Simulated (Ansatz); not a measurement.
# InNH4 (SMILES [NH2][InH2]): MP2/def2-SVP (core potential)

Aim: the electronic atomisation energy of InNH4 at MP2/def2-SVP (core potential), from 4 runs. 

The calculation is run with Ansatz 0.2.0.

47 further runs of the same task are left out: 47 set aside as unsound or not needed.

## Step 1: The system as given

InNH4 has 6 atoms, charge 0, and is taken as a singlet. As SMILES, `[NH2][InH2]`. The coordinates come from a PBE0-D4/def2-TZVP relaxation.

Bond lengths: N1–In2 2.007 Å, N1–H3 1.006 Å, N1–H4 1.006 Å, In2–H5 1.712 Å, In2–H6 1.712 Å. Angles: N1–In2–H5 115.0°, N1–In2–H6 115.0°, In2–N1–H3 124.3°, In2–N1–H4 124.3°, H5–In2–H6 130.0°, H3–N1–H4 111.3°.

## Step 2: A single-point energy at MP2/def2-SVP (core potential)

File job.yaml:

```yaml
crystal:
  periodic: [false, false, false]
  atoms:
    - {symbol: "N", position_ang: [-0.092200, -1.060500, 0.036600]}
    - {symbol: In, position_ang: [0.095300, 0.935900, -0.048300]}
    - {symbol: H, position_ang: [-0.598000, -1.552900, 0.753400]}
    - {symbol: H, position_ang: [0.311900, -1.697300, -0.629300]}
    - {symbol: H, position_ang: [1.012500, 1.520500, -1.370700]}
    - {symbol: H, position_ang: [-0.687400, 1.790300, 1.212100]}
basis:
  gaussian:
    orbitals: def2-SVP
correlation:
  method: mp2
  frozen_orbitals: {H: 0, In: 4, "N": 1}
accuracy: high
```

The run is started by

```
ansatz run job.yaml --threads 1 --pin off --max-ram 3480MiB --events-out events.jsonl --progress --plain --runs-dir runs
```

Log:

```text
Warning: RAYON_NUM_THREADS=1 ignored (pool sized by the plan → 1); use --threads N
Functional definition: HF
  name "HF"
  exchange = exact_x
  correlation = 0
1456 factors; integrals over basis functions are off by at most 3.0e-9 eV
mean field evaluation 1: about -6688.8924 eV, gradient 3.4e1 eV
mean field evaluation 2: about -6688.9065 eV, gradient 3.4e1 eV
mean field evaluation 4: about -6691.6120 eV, gradient 2.1e0 eV
mean field evaluation 8: about -6691.6323 eV, gradient 2.8e-4 eV
mean field -6691.63229783 eV, -245.9129511941 hartree, gradient 1.8e-8 eV, S^2 0.000000; 0 other end points of the search recorded, 0 dependent functions left out
5 core orbitals not correlated: weight in the atoms' cores, before any rotation towards them, 1.000 or more for the frozen orbitals, at most 0.000 for the correlated occupied ones
reference -6691.63229783 eV, -245.9129511941 hartree; 11, 11 occupied and 44, 44 virtual orbitals, 1456 factors
second order -7.45575096 eV of doubles, -0.00000000 eV of singles
Total energy: -6699.08804879 eV, -246.1869449882 hartree
```

Wall time 2.5 s (1 thread of Arm Neoverse N1, shared host); peak memory 0.13 GiB.

## Step 3: The H atom: the energy at UHF/def2-SVP

File in.yaml:

```yaml
basis:
  gaussian:
    orbitals: def2-SVP
crystal:
  periodic: [false, false, false]
  atoms:
    - symbol: H
      position_ang: [0.000000, 0.000000, 0.000000]
magnetization:
  spin_polarized: true
  initial_magnetization: 1
hamiltonian:
  xc: hf
accuracy: high
```

Run the same way, it converges to -0.49928 Eh (log not shown).

## Step 4: The In atom

File job.yaml:

```yaml
crystal:
  periodic: [false, false, false]
  atoms:
    - {symbol: In, position_ang: [0.000000, 0.000000, 0.000000]}
basis:
  gaussian: {orbitals: def2-SVP}
magnetization: {spin_polarized: true, initial_magnetization: 1}
correlation: {method: mp2, frozen_orbitals: {In: 4}}
accuracy: high
```

The run is started by

```
ansatz run job.yaml --threads 1 --pin off --max-ram 3480MiB --events-out events.jsonl --progress --plain --runs-dir runs
```

Log:

```text
Warning: RAYON_NUM_THREADS=1 ignored (pool sized by the plan → 1); use --threads N
[... 4 set-up lines as earlier in the session ...]
230 factors; integrals over basis functions are off by at most 1.2e-9 eV
mean field evaluation 1: about -5148.4184 eV, gradient 2.6e0 eV
mean field evaluation 2: about -5148.4201 eV, gradient 2.6e0 eV
mean field evaluation 4: about -5148.5671 eV, gradient 1.5e-1 eV
mean field evaluation 8: about -5148.5667 eV, gradient 3.8e-8 eV
mean field evaluation 16: about -5148.5661 eV, gradient 2.5e-1 eV
mean field evaluation 32: about -5148.5679 eV, gradient 9.0e-2 eV
mean field -5148.56669247 eV, -189.2063361246 hartree, gradient 9.0e-9 eV, S^2 0.758799; 3 other end points of the search recorded, 0 dependent functions left out
4 core orbitals not correlated: weight in the atoms' cores, before any rotation towards them, 1.000 or more for the frozen orbitals, at most 0.000 for the correlated occupied ones
reference -5148.56669247 eV, -189.2063361246 hartree; 7, 6 occupied and 15, 16 virtual orbitals, 230 factors
second order -1.35940717 eV of doubles, -0.00000000 eV of singles
Total energy: -5149.92609965 eV, -189.2562934167 hartree
```

Wall time 0.26 s (1 thread of Arm Neoverse N1, shared host).

## Step 5: The N atom at the same level

File input.yaml:

```yaml
crystal:
  periodic: [false, false, false]
  atoms:
    - {symbol: N, position_ang: [0.000000, 0.000000, 0.000000]}
basis:
  gaussian:
    orbitals: def2-SVP
magnetization:
  spin_polarized: true
  initial_magnetization: 3
correlation:
  method: mp2
  frozen_orbitals: {"N": 1}
accuracy: high
```

Run the same way, it converges to -54.40612 Eh (log not shown).

## Step 6: Outcome

Level: MP2/def2-SVP (core potential), 5 core orbitals frozen.

| quantity | value |
| --- | --- |
| molecule: total energy | -246.18694 Eh |
| molecule: correlation energy (5 core orbitals frozen) | -274.0 mEh |
| H atom: total energy | -0.49928 Eh |
| H atom: ⟨S²⟩ | 0.750 |
| In atom: total energy | -189.25629 Eh |
| In atom: correlation energy (4 core orbitals frozen) | -50.0 mEh |
| In atom: ⟨S²⟩ of the reference determinant | 0.759 |
| N atom: total energy | -54.40612 Eh |
| N atom: correlation energy (1 core orbital frozen) | -69.6 mEh |
| N atom: ⟨S²⟩ of the reference determinant | 3.757 |
| electronic atomisation energy | 14.352 eV |

**Reading.** Taking the molecule apart into free atoms costs 14.35 eV (1385 kJ/mol), before zero-point energy and without spin-orbit coupling.
